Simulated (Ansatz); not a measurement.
# Mg (Magnesium): the cost of one run

Computed with Ansatz 0.2.0 (DFT PBE, scalar-relativistic, plane waves, PAW, unless a step's input says otherwise).

## (1) Starting point

It takes space group P6_3/mmc (No. 194, hexagonal). The conventional cell has a = 3.210 Å, b = 3.210 Å, c = 5.138 Å, α = 90.00°, β = 90.00°, γ = 120.00°. Around Mg (site symmetry -6m2) lie 12 Mg at 3.17 to 3.21 Å.

As a file:

```
CELL_PARAMETERS angstrom
3.21006 0.00000 0.00000
-1.60503 2.78000 0.00000
0.00000 0.00000 5.13793
ATOMIC_POSITIONS crystal
Mg 0.33333 0.66667 0.25000
Mg 0.66667 0.33333 0.75000
```

It is the result of an earlier relaxation at this level (volume 22.93 Å³/atom; gap on the mesh: none (metal)).

## (2) A stricter relaxation, with the smearing for a metal

Response runs need a geometry at rest under their own mesh and occupations; hence this stricter relaxation.

The input, input.yaml:

```yaml
crystal:
  lattice:
    - [3.2100636628, 0.0, 0.0]
    - [-1.6050318314, 2.7799966797, 0.0]
    - [0.0, 0.0, 5.1379319477]
  atoms:
    - { symbol: Mg, position: [0.3333333333, 0.6666666667, 0.25] }
    - { symbol: Mg, position: [0.6666666667, 0.3333333333, 0.75] }
basis:
  ecutwfc: 420
kpoints:
  mp_grid: { grid: [15, 15, 8] }
hamiltonian:
  xc: pbe
scf:
  occupations: { method: fermi_dirac, width: 0.15 }
output:
  forces: true
  stress: true
  eigenvalues: true
relax:
  adjacent_minimum: "off"
  f_tol: 0.001
  max_steps: 60
  cell: { stress_tol: 0.01 }
```

On the command line:

```bash
$ ansatz run input.yaml --threads 1 --pin off --max-ram 2560MiB --backend cpu --events-out ev --progress --plain --runs-dir out
```

**Question.** How long does this run take on 1 thread of Arm Neoverse V1, shared host, and how much memory does it need?

About 15 s, with a peak of 0.35 GiB.
